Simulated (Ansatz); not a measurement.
I need a single point from an input written key by key of C3H8SSi, SMILES C=CS[SiH2]C. Use Ansatz 0.2.0, Python API. Level of theory: PBE, def2-SVP basis, multiplicity 1.

The script reads `c3h8ssi.yaml`:
```yaml
crystal:
  periodic: [false, false, false]
  atoms:
    - { symbol: C, position_ang: [-0.7098, 2.5601, 1.701] }
    - { symbol: C, position_ang: [-0.7961, 1.5987, 0.8056] }
    - { symbol: S, position_ang: [0.454, 0.4439, 0.7222] }
    - { symbol: Si, position_ang: [0.0058, -0.9132, -0.8355] }
    - { symbol: C, position_ang: [1.2355, -2.2234, -1.0175] }
    - { symbol: H, position_ang: [0.0634, 2.746, 2.3865] }
    - { symbol: H, position_ang: [-1.5361, 3.3337, 1.7351] }
    - { symbol: H, position_ang: [-1.5994, 1.5369, 0.1212] }
    - { symbol: H, position_ang: [-0.2195, -0.1367, -2.0496] }
    - { symbol: H, position_ang: [-1.3776, -1.5261, -0.4618] }
    - { symbol: H, position_ang: [0.9703, -2.9282, -1.7701] }
    - { symbol: H, position_ang: [1.3749, -2.7764, -0.0555] }
    - { symbol: H, position_ang: [2.1551, -1.7501, -1.2665] }
basis:
  gaussian:
    orbitals: def2-SVP
    point_charges: [{ charge: -0.5, position_ang: [0.0, 0.0, 5.89] }]
hamiltonian:
  xc: pbe
output:
  forces: true
```

The script, `c3h8ssi_deck.py`:
```python
import ansatz
import numpy as np
import pandas as pd


def main() -> None:
    session = ansatz.Session.from_deck("c3h8ssi.yaml")
    r = session.plan(threads=1).execute().report

    print(f"E = {r['free_energy_ev']:.6f} eV = {r['free_energy_ev'] / 27.211386246:.7f} Ha")
    print("converged:", r["converged"], " doubts:", r["published_state_doubts"] or "none")
    symbols = ["C", "C", "S", "Si", "C", "H", "H", "H", "H", "H", "H", "H", "H"]

    forces = np.array(r["forces_ev_ang"])
    print("largest force", round(float(np.linalg.norm(forces, axis=1).max()), 4), "eV/A, rms", round(float(np.sqrt((forces ** 2).mean())), 4))
    charges = r["charge_distribution"]
    table = pd.DataFrame({"atom": symbols, "mulliken": charges["mulliken_charges_e"], "lowdin": charges["lowdin_charges_e"]})
    print(table.round(3).to_string())
    print("dipole (e A):", np.round(charges["dipole_moment_e_ang"], 4) + 0.0)


if __name__ == "__main__":
    main()
```

Output of `python c3h8ssi_deck.py`:
```text
E = -21932.400282 eV = -806.0008441 Ha
converged: True  doubts: none
largest force 3.6026 eV/A, rms 1.0795
   atom  mulliken  lowdin
0     C    -0.026  -0.040
1     C    -0.069  -0.200
2     S    -0.162   0.301
3    Si     0.329   0.149
4     C    -0.241  -0.102
5     H     0.034  -0.006
6     H     0.035   0.020
7     H     0.028  -0.005
8     H    -0.071  -0.092
9     H    -0.070  -0.090
10    H     0.063   0.015
11    H     0.087   0.040
12    H     0.062   0.010
dipole (e A): [ 0.0685 -0.1373 -0.0668]
```

Reading the output:
- The settings weren't tested for convergence.
- The geometry is a force-field or estimated start, not a minimum of this method, and the basis set is short of its limit.
- The Löwdin charges here are taken after orthogonalising the functions within each atom; they differ from plain Löwdin charges, and their signs can be unphysical.
- External point charges are part of this input, so the results are those of the molecule in their field.
- The whole script took 3.9 s on 1 thread of Arm Neoverse V2, with other jobs on the host, peak memory 0.25 GiB.
